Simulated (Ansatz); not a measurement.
**CH3F2Ga: how energies converge with the basis set**

The task here is to estimate one member of a computed series from the others.

Computed with Ansatz 0.2.0, Gaussian basis. Level: one geometry, several basis sets.

Levels to be run: PBE0-D4/def2-SVP; ωB97M-V/def2-SVP; PBE0-D4/def2-QZVPP; ωB97M-V/def2-QZVPP; the functionals' def2-TZVPP values are taken from earlier runs.

## The geometry

The geometry comes from an earlier relaxation with PBE0-D4 in a triple-zeta def2 set; it is a stationary point, not always the lowest conformer.

SMILES `F[CH2][GaH][F]`, 7 atoms, charge 0, spin multiplicity 1.

Atoms are counted from 1 here; the program's logs count them from 0.

Bond lengths: F1–C2 1.389 Å, C2–Ga3 1.980 Å, C2–H5 1.095 Å, C2–H6 1.095 Å, Ga3–F4 1.764 Å, Ga3–H7 1.554 Å. Angles: F1–C2–Ga3 111.3°, F1–C2–H5 108.6°, F1–C2–H6 108.6°, Ga3–C2–H5 110.5°, Ga3–C2–H6 110.5°, H5–C2–H6 107.3°, C2–Ga3–F4 111.5°, C2–Ga3–H7 133.4°, F4–Ga3–H7 115.1°.

Set-up of the first run:

in.yaml reads:

```yaml
crystal:
  periodic: [false, false, false]
  atoms:
    - {symbol: F, position_ang: [0.512900, 1.851453, 0.293100]}
    - {symbol: C, position_ang: [-0.284160, 0.728240, 0.470631]}
    - {symbol: Ga, position_ang: [0.394365, -0.806990, -0.579611]}
    - {symbol: F, position_ang: [-0.614114, -2.237080, -0.358781]}
    - {symbol: H, position_ang: [-1.307516, 0.976359, 0.170659]}
    - {symbol: H, position_ang: [-0.307946, 0.483078, 1.537466]}
    - {symbol: H, position_ang: [1.606470, -0.995061, -1.533453]}
basis:
  gaussian: {orbitals: def2-SVP}
hamiltonian: {xc: pbe0, dispersion: d4}
output: {orbitals: {seedname: orbitals}}
```

Steps of the session up to this table: PBE0-D4 in def2-SVP; ωB97M-V in def2-SVP; PBE0-D4 in def2-QZVPP; ωB97M-V in def2-QZVPP.

One table of the session follows, with a row left open; its other results are not shown here.

It belongs to the step «Density functionals: the series». 

```
functional       basis  HOMO (eV)  LUMO (eV)
   PBE0-D4    def2-SVP          ?          ?
   PBE0-D4  def2-TZVPP      -8.29      -1.42
   PBE0-D4  def2-QZVPP      -8.33      -1.48
   ωB97M-V    def2-SVP     -10.38       0.41
   ωB97M-V  def2-TZVPP     -10.54       0.26
   ωB97M-V  def2-QZVPP     -10.59       0.07
```

Estimate the missing values for PBE0-D4, def2-SVP.

**Answer.** HOMO (eV): -8.16; LUMO (eV): -1.33. In the column «HOMO (eV)» it is the highest.
